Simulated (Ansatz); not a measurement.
# MgZn3: the cost of one run

Program: Ansatz 0.2.0 through its Python package. Level of theory: DFT LDA, plane waves, PAW. These are calculated values, not measurements.

## 1. The structure

MgZn3 P-6m2: It takes space group P-6m2 (No. 187, hexagonal). The conventional cell has a = 2.977 Å, b = 2.977 Å, c = 8.779 Å, α = 90.00°, β = 90.00°, γ = 120.00°. Around Mg (site symmetry -6m2) lie 6 Zn at 2.86 Å and 6 Mg at 2.98 Å. Zn (site symmetry -6m2) is surrounded by 12 Zn at 2.72 to 2.98 Å. Around Zn (site symmetry 3m) lie 9 Zn at 2.72 to 2.98 Å and 3 Mg at 2.86 Å.

MgZn3 Pm-3m: It takes space group Pm-3m (No. 221, cubic). Conventional cell: a = 3.966 Å, b = 3.966 Å, c = 3.966 Å, α = 90.00°, β = 90.00°, γ = 90.00°. Mg (site symmetry m-3m) is surrounded by 12 Zn at 2.80 Å. Zn (site symmetry 4/mmm) is surrounded by 4 Mg at 2.80 Å and 8 Zn at 2.80 Å.

No structure file is read: the coordinates are typed or built in the script.

## 2. The script

run_polymorphs.py

```python
"""Polymorphs of MgZn3, after relaxing cells and atoms."""

import csv
import warnings

import ansatz as az
import numpy as np
import spglib


def run_phase(name, crystal):
    calc = crystal.calculation()
    calc = calc.functional(az.Functional.LDA)
    calc = calc.mixing("broyden").basis(520)
    calc = calc.kpoints(spacing=0.26).occupations("gaussian", width=0.1)
    calc = calc.stress()
    calc = calc.band_table()
    calc = calc.relax(force_tolerance=0.02, cell=True)
    return calc.run(threads=1, backend="cpu")


def space_group(outcome):
    sites = outcome.report["lattice"]["sites"]
    kinds = sorted({site["symbol"] for site in sites})
    cell = (outcome.lattice.cell_ang, [site["position_frac"] for site in sites], [kinds.index(site["symbol"]) for site in sites])
    return spglib.get_spacegroup(cell, symprec=0.01)


def volume_per_atom(outcome):
    return abs(np.linalg.det(outcome.lattice.cell_ang)) / len(outcome.lattice.sites)

warnings.simplefilter("ignore")

phases = {}
p_6m2 = (
    az.Lattice.from_parameters(2.97721, 2.97721, 8.778603, alpha=90, beta=90, gamma=120)
    .space_group(187)
    .atom("Mg", (2 / 3, 1 / 3, 0.5))
    .atom("Zn", (2 / 3, 1 / 3, 0.0))
    .atom("Zn", (0.0, 0.0, 0.759833))
)
phases["P-6m2"] = p_6m2
pm_3m = (
    az.Lattice.cubic(3.966286)
    .space_group(221)
    .atom("Mg", (0.0, 0.0, 0.0))
    .atom("Zn", (0.5, 0.5, 0.0))
)
phases["Pm-3m"] = pm_3m

done = {}
for name, crystal in phases.items():
    try:
        done[name] = run_phase(name, crystal)
    except az.NonConvergedError as error:
        print(name, "did not converge:", str(error)[:120])

energy = {name: o.report["energy_sigma0_ev"] / len(o.lattice.sites) for name, o in done.items()}
lowest = min(energy.values())
rows = [(name, len(o.lattice.sites), 1000 * (energy[name] - lowest), space_group(o), volume_per_atom(o)) for name, o in done.items()]
rows.sort(key=lambda row: row[2])
with open("polymorphs.csv", "w", newline="") as handle:
    writer = csv.writer(handle)
    writer.writerow(["phase", "atoms", "dE (meV/atom)", "space group", "V (A^3/atom)"])
    writer.writerows([round(v, 4) if isinstance(v, float) else v for v in row] for row in rows)
print(open("polymorphs.csv").read())
```

## 3. Launch

Launch:

```sh
$ python run_polymorphs.py
```

Q: Estimate wall time and peak memory on 1 thread of Arm Neoverse V2, shared host.

About 59 s, with a peak of 0.41 GiB.
